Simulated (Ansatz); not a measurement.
**Br₂H₂HfO₂: small, medium and large basis sets**

One table from this session's results is given with a row withheld; the runs are named, their logs left out.

Program: Ansatz 0.2.0, Gaussian basis. Level of theory: one geometry, several basis sets. These are calculated values, not measurements.

Plan: PBE0-D4/def2-SVP; ωB97M-V/def2-SVP; PBE0-D4/def2-QZVPP; ωB97M-V/def2-QZVPP; the functionals' def2-TZVPP values are taken from earlier runs.

**The relaxed structure**

An earlier PBE0-D4 in a triple-zeta def2 set relaxation fixed the geometry. Hf takes the def2 core potential; no spin-orbit term is included.

7 atoms, charge 0, spin multiplicity 1.

Atoms are counted from 1 here; the program's logs count them from 0.

Bond lengths: O1–Hf2 1.893 Å, O1–H6 0.952 Å, Hf2–O3 1.893 Å, Hf2–Br4 2.514 Å, Hf2–Br5 2.514 Å, O3–H7 0.952 Å. Angles: Hf2–O1–H6 170.8°, O1–Hf2–O3 110.7°, O1–Hf2–Br4 108.9°, O1–Hf2–Br5 108.9°, O3–Hf2–Br4 108.9°, O3–Hf2–Br5 108.9°, Br4–Hf2–Br5 110.7°, Hf2–O3–H7 170.8°.

The first run:

File in.yaml:

```yaml
crystal:
  periodic: [false, false, false]
  atoms:
    - {symbol: O, position_ang: [-1.258666, 1.080796, 0.370568]}
    - {symbol: Hf, position_ang: [-0.029543, -0.159749, -0.359771]}
    - {symbol: O, position_ang: [1.360217, -0.529224, 0.871111]}
    - {symbol: Br, position_ang: [-1.245001, -2.298195, -0.878936]}
    - {symbol: Br, position_ang: [0.972476, 0.821496, -2.446141]}
    - {symbol: H, position_ang: [-1.786802, 1.702278, 0.861398]}
    - {symbol: H, position_ang: [1.987328, -0.617392, 1.581770]}
basis:
  gaussian: {orbitals: def2-SVP}
hamiltonian: {xc: pbe0, dispersion: d4}
output: {orbitals: {seedname: orbitals}}
```

Run with:

```sh
$ ansatz run in.yaml --threads 4 --pin off --events-out ev --progress --plain --max-ram 11315MiB
```

Among the steps run: PBE0-D4 in def2-SVP; ωB97M-V in def2-SVP; PBE0-D4 in def2-QZVPP; ωB97M-V in def2-QZVPP.

One of the session's tables, all rows but one given; the rest of the session is left out.

It belongs to the step «Functionals by basis». 

```
functional       basis  HOMO (eV)
   PBE0-D4    def2-SVP      -8.20
   PBE0-D4  def2-TZVPP      -8.28
   PBE0-D4  def2-QZVPP      -8.30
   ωB97M-V    def2-SVP     -10.33
   ωB97M-V  def2-TZVPP          ?
   ωB97M-V  def2-QZVPP     -10.47
```

**Question.** Estimate the row for ωB97M-V, def2-TZVPP.

The run gave: HOMO (eV): -10.44. In the column «HOMO (eV)» it lies between ωB97M-V, def2-QZVPP (-10.47) and ωB97M-V, def2-SVP (-10.33).
